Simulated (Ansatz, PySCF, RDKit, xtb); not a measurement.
# Which structure has the formula InSiH5O?

Only the formula InSiH5O is given. Aim: find the structure of lowest free energy at 200 K, then its properties.

Plan: many cheap relaxations first (GFN2-xTB), then density-functional screening, relaxation at PBE0-D3(BJ)/def2-SVP, vibrations and a final energy. The numbers are computed, not measured.

6 further runs of the same task are left out: 6 set aside as unsound or not needed.

### 1 Candidates

All bonding patterns within simple valence rules are listed by program: one Lewis structure each, at most two rings and one unusual centre or charged pair. O–O, O–halogen and N–halogen bonds and N–N–N chains are not drawn. That gives 9 candidates.

```tsv
label	SMILES	spin
c011	[SiH2-][OH+][InH2]	singlet
c024	[OH+]1[SiH2][InH2-]1	singlet
c148	[OH][InH2-][SiH2+]	singlet
c315	[OH][InH][SiH3]	singlet
c594	O[SiH+][InH3-]	singlet
c671	O[SiH2][InH2]	singlet
c736	[OH2+][SiH-][InH2]	singlet
c801	[SiH2]=[O+][InH3-]	singlet
c910	[SiH3][O][InH2]	singlet
```

Candidates are built by distance geometry, with a force field where one applies, in up to four conformers (letters a to d). 16 starts with atoms placed at random are added, to find patterns that the rules miss.

Q: Predict the outcome of this search (final energies at CCSD(T)/def2-TZVP).

| quantity | value |
| --- | --- |
| lowest structure found | [SiH3][O][InH2], singlet, Cs |
| next finalist | [InH].[OH][SiH3] ‡, singlet, 8.2 kcal/mol higher in G |
| share at equilibrium, among the finalists | 100.0 % |
| harmonic wavenumbers, lowest and highest (PBE0-D3(BJ)/def2-SVP) | 57 and 2216 cm⁻¹ |
| rotational constants, same geometry | 1.056, 0.05199, 0.05043 cm⁻¹ |
| dipole moment (PBE0/def2-TZVPD) | 2.67 D |
| HOMO energy (PBE0/def2-TZVPD) | -8.04 eV |
| LUMO energy (PBE0/def2-TZVPD) | -1.82 eV |
| HOMO–LUMO gap (PBE0/def2-TZVPD) | 6.22 eV |
| lowest excitation (TD-B3LYP/def2-SVPD) | 4.71 eV (f = 0.001) |
| strongest of the states computed, same level | 5.98 eV (f = 0.057) |
| lowest triplet excitation, same level, Tamm-Dancoff | 4.56 eV |
| vertical ionisation energy | 9.94 eV |
| vertical electron affinity | 0.36 eV |
| vertical triplet less singlet | +4.82 eV |

The lowest structure found is `[SiH3][O][InH2]`. Among the finalists first place is clear (8.2 kcal/mol); structures outside the list aren't covered. HF/STO-3G, r2SCAN-D4/def2-SVP, HF/def2-TZVP and MP2/def2-TZVP already put its bonding pattern lowest among the structures in one piece; GFN2-xTB favours the singlet [InH3][SiH]1[H][O]1 ‡ (c594a, not a finalist); PBE0-D3(BJ)/def2-SVP favours the singlet [InH].[OH][SiH3] ‡. Spin-orbit coupling, which matters for elements this heavy, is left out. A loose complex, c800, lay -15.9 kcal/mol from the best structure in one piece at the screening level; it was neither relaxed nor ranked, and may be the true minimum. The search is not exhaustive (a finite list of starts, one conformer a finalist), so a lower isomer can't be ruled out. Patterns outside the rules of the enumeration were met only by chance.

‡ marks the bonded skeleton alone, with all bonds drawn single: no Lewis structure was assigned that passes a check against the bond lengths.
